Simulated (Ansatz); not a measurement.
**BSbTeH₄: small, medium and large basis sets**

How large a basis does BSbTeH₄ need? Two functionals are run in growing sets.

The runs use Ansatz 0.2.0, Gaussian basis; one geometry, several basis sets.

Levels to be run: PBE0-D4/def2-SVP; ωB97M-V/def2-SVP; PBE0-D4/def2-QZVPP; ωB97M-V/def2-QZVPP; the functionals' def2-TZVPP values are taken from earlier runs.

## (1) The geometry

An earlier PBE0-D4 in a triple-zeta def2 set relaxation fixed the geometry. Sb, Te take the def2 core potential; no spin-orbit term is included.

SMILES `[BH2][SbH][TeH]`, 7 atoms, charge 0, spin multiplicity 1.

Atoms are counted from 1 here; the program's logs count them from 0.

Bond lengths: B1–Sb2 2.207 Å, B1–H4 1.192 Å, B1–H5 1.194 Å, Sb2–Te3 2.750 Å, Sb2–H6 1.706 Å, Te3–H7 1.658 Å. Angles: Sb2–B1–H4 119.6°, Sb2–B1–H5 119.5°, H4–B1–H5 120.6°, B1–Sb2–Te3 95.9°, B1–Sb2–H6 95.0°, Te3–Sb2–H6 97.5°, Sb2–Te3–H7 91.5°.

## (2) PBE0-D4 in def2-SVP

in.yaml

```yaml
crystal:
  periodic: [false, false, false]
  atoms:
    - {symbol: B, position_ang: [-1.289830, 0.529940, -0.716089]}
    - {symbol: Sb, position_ang: [-0.089670, 0.062073, 1.076348]}
    - {symbol: Te, position_ang: [1.915258, -1.262384, -0.261087]}
    - {symbol: H, position_ang: [-1.500048, -0.322061, -1.523455]}
    - {symbol: H, position_ang: [-1.815189, 1.597697, -0.808721]}
    - {symbol: H, position_ang: [0.664051, 1.590639, 1.153021]}
    - {symbol: H, position_ang: [2.176627, -2.264006, 1.034284]}
basis:
  gaussian: {orbitals: def2-SVP}
hamiltonian: {xc: pbe0, dispersion: d4}
output: {orbitals: {seedname: orbitals}}
```

Started as:

```sh
> ansatz run in.yaml --threads 2 --pin off --events-out ev --progress --plain --max-ram 4352MiB
```

Further steps of the session: ωB97M-V in def2-SVP; PBE0-D4 in def2-QZVPP; ωB97M-V in def2-QZVPP.

Q: Predict the results of all the runs planned. Wanted: PBE0-D4: double and triple zeta above quadruple; ωB97M-V: double and triple zeta above quadruple.

**Answer**, as computed:

```
                                       quantity          value
PBE0-D4: double and triple zeta above quadruple  1.49, 0.15 eV
ωB97M-V: double and triple zeta above quadruple  1.64, 0.16 eV
```

**Reading.** For PBE0-D4 the step from double to triple zeta gains 1.33 eV and the next only 0.15 eV. These are total energies; as a rule much of such shifts cancels in differences, which this series doesn't test.
